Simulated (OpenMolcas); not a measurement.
# V⁴⁺ among point charges: CASSCF and CASPT2 levels and susceptibility

Aim: the splitting of the states of V⁴⁺ in the field of 4 point charges, its lowest levels with spin-orbit coupling and its magnetic susceptibility.

The numbers are computed with OpenMolcas 26.06 (state-averaged CASSCF and CASPT2, spin-orbit coupling by RASSI with atomic mean-field integrals), except any that are marked as measured or tabulated.

## Step 1: The system

```
Species                           : V⁴⁺ (vanadium, Z = 23, 19 electrons)
Basis                             : ANO-RCC-VDZP [5s4p2d1f], 34 functions
Scalar Hamiltonian                : DKH2, point nucleus
Inactive shells                   : 1s 2s 2p 3s 3p
Active space                      : 1 electron in 5 orbitals (3d)
Some configurations of this space : 3d
Orbitals                          : optimised for each spin and parity, averaged over all roots
```

Outer shells as boxes (Hund's rule):

3d
```
3d [↑ ][  ][  ][  ][  ]
```

The ion sits among 4 point charges of -2 e arranged as a square (D4h), 2.1 Å from the ion.

Each step is its own input file, run in one work folder so that later steps find the files of earlier ones. Labels, J, g values, rates, χT and fits are worked out afterwards by a script from the matrices that RASSI stores. The input lists half of the charges; inversion (Group=XYZ) makes the rest.

## Step 2: GATEWAY and SEWARD: basis and integrals

Input file a.inp:

```
&GATEWAY
Coord
1

V 0.0 0.0 0.0
Basis=ANO-RCC-VDZP
Group=XYZ
NoMove
AngMom=0.0 0.0 0.0
AMFI
XField
2 Angstrom 0
2.100000 0.000000 0.000000 -2.000000
0.000000 2.100000 0.000000 -2.000000
&SEWARD
```

Started as:

```bash
$ OMP_NUM_THREADS=1 MOLCAS_MEM=1689 MOLCAS_PROJECT=a pymolcas a.inp > a.log
```

## Step 3: CASSCF: doublets of even parity, 5 roots

Input file a.inp:

```
&RASSCF
FileOrb=start.orb
Symmetry=1
Spin=2
nActEl=1 0 0
Inactive=3 6
Ras2=5 0
CIRoot=5 5 1
SDav=5
CIMx=300
Iter=120 100
PrWF=0.3
OrbListing=Nothing
MaxOrb=0
>>> COPY $Project.JobIph JOB001
```

start.orb holds the contracted functions of the basis, ordered by shell, or the orbitals of the step before.

## Step 4: RASSI: spin-orbit coupling between the states

Input file a.inp:

```
&RASSI
NrOfJobIphs=1 5
1 2 3 4 5
IphNames
JOB001
EJob
SpinOrbit
DIPRint=1.0
SOCoupling=1000.0
Subsets=2
Property=9
'ANGMOM' 1 'ANGMOM' 2 'ANGMOM' 3 'MLTPL  1' 1 'MLTPL  1' 2 'MLTPL  1' 3
'AMFI' 1 'AMFI' 2 'AMFI' 3
SOProperty=3
'ANGMOM' 1 'ANGMOM' 2 'ANGMOM' 3
```

## Step 5: CASPT2: IPEA 0.25, imaginary shift 0.1 (closed shells correlated: 3s 3p)

Input file a.inp:

```
>>> COPY JOB001 $Project.JobIph
&CASPT2
Multistate=5 1 2 3 4 5
NoMult
Frozen=2 3
IPEA=0.25
Imaginary=0.1
MaxIter=60
WThr=0.0 0.3 0.05
PrWF=0.5
NoMix
```

(Steps that only read results are left out.)

What does the calculation give? Wanted: spin-free ground state; first state of the same spin within the active space; lowest level; next level.

**Answer**, as computed:

| quantity | value |
| --- | --- |
| method | SS-CASPT2, IPEA 0.25, imaginary shift 0.1 (closed shells correlated: 3s 3p) |
| spin-free ground state | 2A1, 1-fold in its orbital part |
| first state of the same spin within the active space | 2E at 1870 cm⁻¹ |
| lowest level | 2-fold E1/2, g = 1.19, 1.19, 1.95 |
| next level | 1844.4 cm⁻¹ |
| χT at 300 K | 0.36 cm³ K/mol |
| effective moment at 300 K | 1.71 μB |

Cost by method:

| method | time of its own steps | time with the reference |
| --- | --- | --- |
| A. CASSCF | 1.8 s | 1.8 s |
| B. SS-CASPT2, IPEA 0.25, imaginary shift 0.1, +3s 3p | 0.52 s | 2.3 s |

Times are of one thread on a shared host.

In words: The spin-free ground state (2A1) comes to 100 % from free-ion D terms and keeps the highest spin of the shell. χT at 300 K is 0.36, against 0.38 cm³ K/mol for the spin alone; near agreement at one temperature doesn't show that the orbital moment is quenched. The field of point charges can differ much from that of real complexes. Point charges carry no covalency, so the field is a model and not that of real ligands.
